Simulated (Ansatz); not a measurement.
# WO3: an energy map over bond length W2–O3 and bond length W2–O4

How does the energy of O3W, SMILES [O]=[W](=[O])=[O] change over two coordinates at once? A grid of runs gives the map.

The runs use Ansatz 0.2.0; RKS PBE0-D4/def2-TZVP.

## 1. The starting structure

SMILES `[O]=[W](=[O])=[O]`, 4 atoms, charge 0, spin multiplicity 1.

Atoms are counted from 1 here; the program's logs count them from 0.

Bond lengths: O1–W2 1.737 Å, W2–O3 1.737 Å, W2–O4 1.737 Å. Angles: O1–W2–O3 105.4°, O1–W2–O4 105.4°, O3–W2–O4 105.4°.

Coordinates:

```
O    -0.2247    0.2737    1.5550
W    -0.4035   -0.3099   -0.0710
O     1.0829   -1.1331   -0.4314
O    -0.3991    1.1090   -1.0730
```

## 3. Setting up the map

The axes are (1) bond length W2–O3: 15 values from 1.510 to 2.144 Å; (2) bond length W2–O4: 15 values from 1.510 to 2.144 Å.

Nothing else is relaxed (all other coordinates rigid). Energies count from the relaxed molecule at the same level.

(The set-up runs are not shown.)

## 4. Point bond length W2–O3 = 2.054 Å, bond length W2–O4 = 1.872 Å

The input, input.yaml:

```yaml
crystal:
  periodic: [false, false, false]
  atoms:
    - { symbol: O, position_ang: [-0.237495, 0.265209, 1.555047] }
    - { symbol: W, position_ang: [-0.366425, -0.28368, -0.065219] }
    - { symbol: O, position_ang: [1.355408, -1.312929, -0.506643] }
    - { symbol: O, position_ang: [-0.416363, 1.22782, -1.168512] }
basis:
  gaussian: { orbitals: def2-TZVP }
hamiltonian:
  xc: pbe0
  dispersion: d4
output:
  forces: true
```

Started as:

```console
ansatz run input.yaml --threads 1 --pin off --max-ram 2560MiB --backend cpu --events-out ev --progress --plain --runs-dir out
```

The session goes on with these runs: the other points that were computed.

Q: Predict the outcome of this session. Wanted: lowest point; highest computed point; dipole moment.

As calculated:

```
               quantity                                                                                                                                                           value
           lowest point                                                                                              bond length W2–O3 = 1.736 Å, bond length W2–O4 = 1.736 Å, 0.023 eV
 highest computed point                                                                              bond length W2–O3 = 2.144 Å, bond length W2–O4 = 2.144 Å, 5.33 eV above the lowest
      dipole moment (D)  5.70 at bond length W2–O3 = 1.555 Å, bond length W2–O4 = 1.555 Å to 6.26 at bond length W2–O3 = 1.510 Å, bond length W2–O4 = 2.144 Å; 5.80 at the lowest point
time for the whole task                                                                                                                                4.9 min on 1 thread, shared host
```

The lowest computed point is at bond length W2–O3 = 1.736 Å, bond length W2–O4 = 1.736 Å, 0.023 eV from the relaxed molecule at the same level. The grid shows no other well, apart from its symmetry copies. The highest computed point, bond length W2–O3 = 2.144 Å, bond length W2–O4 = 2.144 Å, lies 5.33 eV above the lowest. Round the minimum the two coordinates are nearly uncoupled.
